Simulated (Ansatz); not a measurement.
# MoHO+ (septet): from Hartree-Fock to the top rungs, def2-SVP

The task here is to estimate one member of a computed series from the others.

Method: def2-SVP, core rule «outside noble gas», up to 5 orbitals frozen; program: Ansatz 0.2.0, Gaussian basis.

Plan: UHF; CCSD(T) on ROHF; CCSD(T) on UHF; CISD; CCSDT(Q) on ROHF; CCSDT(Q) on UHF.

26 further runs of the same task are left out: 9 for a known fault of the program, 8 that didn't finish, 9 set aside as unsound or not needed.

## The geometry

The geometry is a PBE0/def2-TZVP stationary point (not a proven minimum). No spin-orbit coupling is included. Elements past krypton take def2 core potentials.

3 atoms, charge 1, spin multiplicity 7.

Atoms are counted from 1 here; the program's logs count them from 0.

Bond lengths: Mo1–O2 2.329 Å, O2–H3 0.976 Å. Angles: Mo1–O2–H3 180.0°.

Set-up of the first run:

in.yaml

```yaml
crystal:
  periodic: [false, false, false]
  atoms:
    - {symbol: Mo, position_ang: [0.000000, 0.000000, 1.877700]}
    - {symbol: O, position_ang: [0.000000, 0.000000, -0.450800]}
    - {symbol: H, position_ang: [0.000000, 0.000000, -1.426900]}
basis:
  gaussian: {orbitals: def2-SVP}
total_charge: 1
magnetization: {spin_polarized: true, initial_magnetization: 6}
hamiltonian: {xc: hf}
output: {orbitals: {seedname: orbitals}}
```

Launch:

```sh
$ ansatz run in.yaml --threads 1 --pin off --events-out ev --progress --plain --max-ram 2393MiB
```

Steps of the session up to this table: UHF; CCSD(T) on ROHF; CCSD(T) on UHF; CISD; CCSDT(Q) on ROHF; CCSDT(Q) on UHF.

One of the session's tables, all rows but one given; the rest of the session is left out.

```
   method  from RCCSDT(Q) (kJ/mol)
     ROHF                   +578.9
      UHF                        ?
     RMP2                    +62.9
     UMP2                    +59.3
    RCCSD                     +8.9
    UCCSD                     +5.0
 RCCSD(T)                     +1.7
 UCCSD(T)                     -2.1
   RCCSDT                     +0.6
   UCCSDT                     -3.2
RCCSDT(Q)                        0
UCCSDT(Q)                     -3.8
```

Estimate the missing values for UHF.

As computed: from RCCSDT(Q) (kJ/mol): +564.2. In the column «from RCCSDT(Q) (kJ/mol)» it lies between RMP2 (+62.9) and ROHF (+578.9).

Not comparable, so not listed: CISD (they don't share determinant, frozen orbitals or solution with the rows shown, or repeat one).

To keep in mind: Restricted and unrestricted rows rest on different reference determinants; where their highest levels disagree by more than a few hundredths of an eV, they describe different states and don't form one ladder.
